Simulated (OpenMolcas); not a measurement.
**BCl2F (SMILES FB(Cl)Cl): MP2/6-31+G(d) (spherical functions)**

Aim: a structure relaxation of BCl2F. 

The results are computed with OpenMolcas 26.06.

2 further runs of the same task are left out: 1 that didn't finish, 1 set aside as unsound or not needed.

### Step 1. The structure to begin with

BCl2F: 4 atoms, total charge 0, spin state singlet. SMILES: `FB(Cl)Cl`. The shape is that of a GFN2-xTB optimisation. The run starts from this shape.

Bond lengths: B1–Cl2 1.712 Å, B1–Cl3 1.712 Å, B1–F4 1.323 Å. Angles: Cl2–B1–Cl3 123.6°, Cl2–B1–F4 118.2°, Cl3–B1–F4 118.2°.

### Step 2. A structure relaxation at MP2/6-31+G(d) (spherical functions)

test.input

```
&GATEWAY
  BasLib=$CurrDir
  BasisSet
  B.6-31pGs....
  B1 -0.037880 -0.063210 -0.000480 angstrom
  End of Basis
  BasisSet
  Cl.6-31pGs....
  Cl2 1.671570 -0.146640 0.013750 angstrom
  Cl3 -0.914230 1.407130 -0.016990 angstrom
  End of Basis
  BasisSet
  F.6-31pGs....
  F4 -0.719460 -1.197280 0.003720 angstrom
  End of Basis
>>> EXPORT MOLCAS_MAXITER=50
>>> Do While

&SEWARD

&SCF
  PrOrbitals=0

&MBPT2
  Frozen=12
  Grdt

&SLAPAF
>>> EndDo
```

The basis set 6-31+G* is read from a file made from the Basis Set Exchange's data (not shown).

Launch:

```sh
$ export MOLCAS_MEM=1860
$ pymolcas test.input > test.log
```

Q: Predict the results. Wanted: total energy at the end; dipole moment; HOMO energy; LUMO energy; HOMO–LUMO gap; correlation energy.

**Answer.** As computed:

At MP2/6-31+G* (spherical functions), 12 core orbitals frozen:

```
                                    quantity           value
                     total energy at the end  -1043.74397 Eh
          dipole moment (mean-field density)          0.41 D
         HOMO energy (Hartree–Fock orbitals)       -12.98 eV
         LUMO energy (Hartree–Fock orbitals)         1.28 eV
       HOMO–LUMO gap (Hartree–Fock orbitals)        14.26 eV
correlation energy (12 core orbitals frozen)      -510.9 mEh
```

In words: At the final geometry: Bond lengths: B1–Cl2 1.733 Å, B1–Cl3 1.733 Å, B1–F4 1.335 Å. Angles: Cl2–B1–Cl3 122.6°, Cl2–B1–F4 118.7°, Cl3–B1–F4 118.7°. The optimisation took 9 steps and changed the energy by -0.020 eV.
